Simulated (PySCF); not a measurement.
# Cl6Sn ([SnCl6]2-): the cost of one run

Computed with PySCF 2.14.0, with density-fitted response routines of our own, on a single molecule in the gas phase. Atoms count from 0, in the outputs and in this text.

## (1) Starting geometry

7 atoms, charge -2, multiplicity 1; geometry from: GFN2-xTB. The atoms were then displaced at random by about 0.03 Å, so the start is not that level's minimum.

Bonds of the start (Å): Sn0–Cl1 2.47, Sn0–Cl2 2.53, Sn0–Cl3 2.53, Sn0–Cl4 2.56, Sn0–Cl5 2.58, Sn0–Cl6 2.42.

## (2) Relaxing the molecule at PBE0-D3(BJ)/def2-SVP

What the job is given:

```
{"job": {"xc": "PBE0", "basis": "def2-SVP", "d3": "d3bj", "grid": 1, "maxiter": 40, "shake": 0.03, "kind": "geom"}, "charge": -2, "multiplicity": 1}
Sn     0.061290    -0.076610     0.012570
Cl    -0.041950    -0.025550     2.484510
Cl    -0.035630     0.004950    -2.516930
Cl     2.590680     0.015750     0.014260
Cl    -2.499230    -0.029170    -0.056570
Cl    -0.020870     2.505610     0.004890
Cl     0.037560    -2.496990    -0.011270
```

The run is started by

```bash
$ OMP_NUM_THREADS=1 python probes_run.py task.json out
```

The driver reads the jobs from task.json and runs them one after another.

**Question.** How long does this first job take on 1 thread of Intel Xeon at 2.70GHz, shared host, and how much memory does it need?

About 94 s, with a peak of 0.61 GiB.
